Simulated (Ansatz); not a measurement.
# SnPb3O4: the cost of one run

Program: Ansatz 0.2.0. Level of theory: DFT PBE, scalar-relativistic, plane waves, PAW. These are calculated values, not measurements.

1 further run of the same task is left out (it didn't finish).

### Step 1. The starting structure

It takes space group P4mm (No. 99, tetragonal). The conventional cell has a = 3.963 Å, b = 3.963 Å, c = 10.015 Å, α = 90.00°, β = 90.00°, γ = 90.00°. Around Sn (site symmetry 4mm) lie 4 O at 2.30 Å. Pb (site symmetry 4mm) has 4 O at 2.30 Å as nearest neighbours. O (site symmetry 2mm) has 2 Sn at 2.30 Å and 2 Pb at 2.30 Å as nearest neighbours. Around O (site symmetry 2mm) lie 4 Pb at 2.30 Å.

Structure file:

```xyz
8
Lattice="3.9630 0.0000 0.0000 0.0000 3.9630 0.0000 0.0000 0.0000 10.0153" Properties=species:S:1:pos:R:3 pbc="T T T"
Sn    0.0000    0.0000    1.1773
Pb    0.0000    0.0000    6.1849
Pb    1.9815    1.9815    3.8303
Pb    1.9815    1.9815    8.8380
O     0.0000    1.9815    0.0000
O     0.0000    1.9815    5.0076
O     1.9815    0.0000    0.0000
O     1.9815    0.0000    5.0076
```

The start is an ordering of an alloy on its end members' structure types: elements ordered on the sites of the PbO type, Pb/Sn on Pb (P4mm, No. 99).

### Step 2. A first look at the guess

input.yaml reads:

```yaml
crystal:
  lattice:
    - [3.96303863, 0.0, 0.0]
    - [0.0, 3.96303863, 0.0]
    - [0.0, 0.0, 10.01528741]
  atoms:
    - { symbol: Sn, position: [0.0, 0.0, 0.11755] }
    - { symbol: Pb, position: [0.0, 0.0, 0.61755] }
    - { symbol: Pb, position: [0.5, 0.5, 0.38245] }
    - { symbol: Pb, position: [0.5, 0.5, 0.88245] }
    - { symbol: O, position: [0.0, 0.5, 0.0] }
    - { symbol: O, position: [0.0, 0.5, 0.5] }
    - { symbol: O, position: [0.5, 0.0, 0.0] }
    - { symbol: O, position: [0.5, 0.0, 0.5] }
basis:
  ecutwfc: 420
kpoints:
  mp_grid: { grid: [4, 4, 2] }
hamiltonian:
  xc: pbe
scf:
  occupations: { method: gaussian, width: 0.1 }
  lower_state_search: "off"
output:
  forces: true
  stress: true
  eigenvalues: true
```

Command:

```console
> ansatz run input.yaml --threads 1 --pin off --max-ram 2560MiB --backend cpu --events-out ev --progress --plain --runs-dir out
```

What time and memory should one allow on 1 thread of Intel Xeon 6975P-C (Granite Rapids), shared host?

About 4.7 s, with a peak of 0.44 GiB.
